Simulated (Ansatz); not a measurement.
# Be2PtBr6: the cost of one run

Computed with Ansatz 0.2.0 (DFT PBE, scalar-relativistic, plane waves, PAW, unless a step's input says otherwise).

## (1) The system as given

It takes space group Fm-3m (No. 225, cubic). The conventional cell has a = 9.184 Å, b = 9.184 Å, c = 9.184 Å, α = 90.00°, β = 90.00°, γ = 90.00°. Around Be (site symmetry -43m) lie 6 Br at 2.30 Å. Pt (site symmetry m-3m) is surrounded by 12 Br at 3.25 Å. Br (site symmetry mmm) has 2 Be at 2.30 Å and 2 Pt at 3.25 Å as nearest neighbours.

As a file:

```cif
data_structure
_symmetry_space_group_name_H-M 'P 1'
_symmetry_Int_Tables_number 1
_cell_length_a 6.4939
_cell_length_b 6.4939
_cell_length_c 6.4939
_cell_angle_alpha 60.000
_cell_angle_beta 60.000
_cell_angle_gamma 60.000
_cell_volume 193.65
loop_
_atom_site_label
_atom_site_type_symbol
_atom_site_fract_x
_atom_site_fract_y
_atom_site_fract_z
_atom_site_occupancy
Be1 Be 0.75000 0.75000 0.75000 1
Be2 Be 0.25000 0.25000 0.25000 1
Pt1 Pt 0.00000 0.00000 0.00000 1
Br1 Br 0.50000 0.00000 0.00000 1
Br2 Br 0.00000 0.50000 0.50000 1
Br3 Br 0.00000 0.50000 0.00000 1
Br4 Br 0.50000 0.00000 0.50000 1
Br5 Br 0.00000 0.00000 0.50000 1
Br6 Br 0.50000 0.50000 0.00000 1
```

A structure generator made this guess: ordered vacancies on the A sites of perovskite (Fm-3m, No. 225). The dimensions are guesses.

## (2) A first look at the guess

The input, input.yaml:

```yaml
crystal:
  lattice:
    - [0.0, 4.59190604, 4.59190604]
    - [4.59190604, 0.0, 4.59190604]
    - [4.59190604, 4.59190604, 0.0]
  atoms:
    - { symbol: Be, position: [0.75, 0.75, 0.75] }
    - { symbol: Be, position: [0.25, 0.25, 0.25] }
    - { symbol: Pt, position: [0.0, 0.0, 0.0] }
    - { symbol: Br, position: [0.5, 0.0, 0.0] }
    - { symbol: Br, position: [0.0, 0.5, 0.5] }
    - { symbol: Br, position: [0.0, 0.5, 0.0] }
    - { symbol: Br, position: [0.5, 0.0, 0.5] }
    - { symbol: Br, position: [0.0, 0.0, 0.5] }
    - { symbol: Br, position: [0.5, 0.5, 0.0] }
basis:
  ecutwfc: 420
kpoints:
  mp_grid: { grid: [4, 4, 4] }
hamiltonian:
  xc: pbe
scf:
  occupations: { method: gaussian, width: 0.1 }
  lower_state_search: "off"
output:
  forces: true
  stress: true
  eigenvalues: true
```

On the command line:

```
ansatz run input.yaml --threads 1 --pin off --max-ram 2048MiB --backend cpu --events-out ev --progress --plain --runs-dir out
```

What time and memory should one allow on 1 thread of Intel Xeon Platinum 8375C at 2.90GHz (Ice Lake), shared host?

About 5.3 s, with a peak of 0.5 GiB.
